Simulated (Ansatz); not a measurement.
C3H5B, SMILES BC1C=C1, an atomisation energy

Program: Ansatz 0.2.0 through its Python package.

Notebook, run cell by cell (the value of a cell's last expression is shown):

**Cell 1**
```python
from collections import Counter

import ansatz
from ase import Atoms
```

**Cell 2**
```python
BASIS = "def2-SVPD"
XC = "PBE0"
```

**Cell 3**
```python
def energy_of(molecule, charge=0, unpaired=0):
    calc = molecule.calculation().basis(gaussian=BASIS).functional(XC)
    if charge:
        calc = calc.charge(charge)
    if unpaired:
        calc = calc.spin("collinear", total=unpaired)
    report = calc.run().report
    if report["published_state_doubts"]:
        print("  doubts:", report["published_state_doubts"])
    return report["free_energy_ev"]
```

**Cell 4**
```python
atoms = Atoms(["B", "C", "C", "C", "H", "H", "H", "H", "H"], positions=[
    (1.3249, -0.2754, -0.2314),
    (-0.0695, -0.1522, 0.5166),
    (-1.1622, -0.3773, -0.3283),
    (-0.8237, 0.96, 0.1251),
    (1.9361, 0.6939, -0.5221),
    (1.8202, -1.3381, -0.3744),
    (-0.2131, -0.4882, 1.5639),
    (-1.7959, -1.0496, -0.8962),
    (-1.0168, 2.0269, 0.1469),
])
system = ansatz.Crystal.molecule_from_ase(atoms)
```

**Cell 5**
```python
# unpaired electrons of the ground-state atoms
unpaired = {"B": 1, "C": 2, "H": 1}
counts = Counter(site.symbol for site in system.cartesian_sites)
atom_energy = {s: energy_of(ansatz.Crystal.molecule().atom(s, (0, 0, 0)), 0, unpaired[s]) for s in counts}
whole = energy_of(system, 0, 0)
for s, e in atom_energy.items():
    print(f"{s:2s} x{counts[s]}  {e:14.5f} eV")
print(f"C3H5B: {whole:.5f} eV")
split = sum(counts[s] * e for s, e in atom_energy.items()) - whole
print(f"atomisation energy (no zero-point term): {96.485332 * split:.1f} kJ/mol, {split / sum(counts.values()):.3f} eV an atom")
```
Output:
```text
B  x1      -669.12519 eV
C  x3     -1027.54175 eV
H  x5       -13.61361 eV
C3H5B: -3856.17443 eV
atomisation energy (no zero-point term): 3507.8 kJ/mol, 4.040 eV an atom
```

3507.8 kJ/mol from the electronic energies, without the zero-point term.

What to keep in mind:
- Total energies depend on the basis set; only differences at equal settings carry meaning.
- The geometry is a force-field or estimated start, not a minimum of this method, and the basis set is short of its limit. All parts are taken at fixed geometry, without zero-point energy.
- Hardware and time: 2.2 s on 1 thread of INTEL(R) XEON(R) PLATINUM 8581C CPU @ 2.30GHz (Emerald Rapids) (shared host), peak memory 0.28 GiB.
